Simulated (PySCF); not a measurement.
# YOF: other functionals and bases at one geometry

An exercise on one series of results from a longer session: the logs are not shown, and one member is left open.

The runs use PySCF 2.14.0; several levels, as the steps say, no spin–orbit coupling.

1 further run of the same task is left out (for a known fault of the program).

## The starting structure

3 atoms, charge 0, spin multiplicity 1.

Bond lengths: Y1–O2 1.816 Å, Y1–F3 2.019 Å. Angles: O2–Y1–F3 115.5°.

Coordinates:

```xyz
3
charge 0, multiplicity 1
Y     0.0570    0.0000   -0.3832
O     1.5851    0.0000    0.5974
F    -1.6577    0.0000    0.6818
```

Formal oxidation states: Y +3. An earlier session relaxed this geometry at PBE0, Y def2-SVP with ECP28, O def2-SVP, F def2-SVP (singlet, point group Cs).

At PBE0 on the finer grid: E = -213.151402 Eh, HOMO -6.60 eV, LUMO -2.34 eV, Mulliken charge on Y1 +0.84 e, largest force component 0.037 eV/Å. 

Levels to run: HF; wB97X; PBE0, TZVP. Hardware: 2 threads of Arm Neoverse V1, shared host.

The first run:

The input, run.py (the lines that set the calculation):

```python
mol = gto.M(atom='''
Y      0.05702     0.00000    -0.38320
O      1.58511     0.00000     0.59738
F     -1.65767     0.00000     0.68182''',
    basis={'Y': 'def2-SVP', 'O': 'def2-SVP', 'F': 'def2-SVP'},
    ecp={'Y': 'def2-SVP'},
    charge=0, spin=0)
mf = scf.RHF(mol)
mf = mf.density_fit()  # fitting sets: Y def2-universal-JKFIT, O def2-universal-JKFIT, F def2-universal-JKFIT
mf.conv_tol = 1e-08; mf.max_cycle = 55
mf.kernel(dm0)  # dm0: the density of the relaxed state
```

Run with:

```console
> OMP_NUM_THREADS=2 python run.py
```

Steps of the session up to this table: HF; wB97X; PBE0, TZVP.

One table of the session follows, with a row left open; its other results are not shown here.

```
              level  HOMO (eV)  gap (eV)  charge on Y1 (e)  dipole (D)  largest force component (eV/Å)
PBE0 (relaxed here)      -6.60      4.26              0.84        7.48                            0.04
                 HF     -10.14      9.37              1.21        8.83                            0.51
              wB97X          ?         ?                 ?           ?                               ?
         PBE0, TZVP      -6.67      4.29              1.22        7.66                            0.32
```

Estimate the missing values for wB97X.

**Answer.** HOMO (eV): -8.85; gap (eV): 8.26; charge on Y1 (e): 0.85; dipole (D): 7.82; largest force component (eV/Å): 0.27. In the column «HOMO (eV)» it lies between HF (-10.14) and PBE0, TZVP (-6.67).

In one basis the HOMO–LUMO gap runs from 4.26 eV (PBE0) to 9.37 eV (HF). The largest leftover force, 0.51 eV/Å with HF, stands at a geometry relaxed at another level. Total energies of different levels can't be compared.
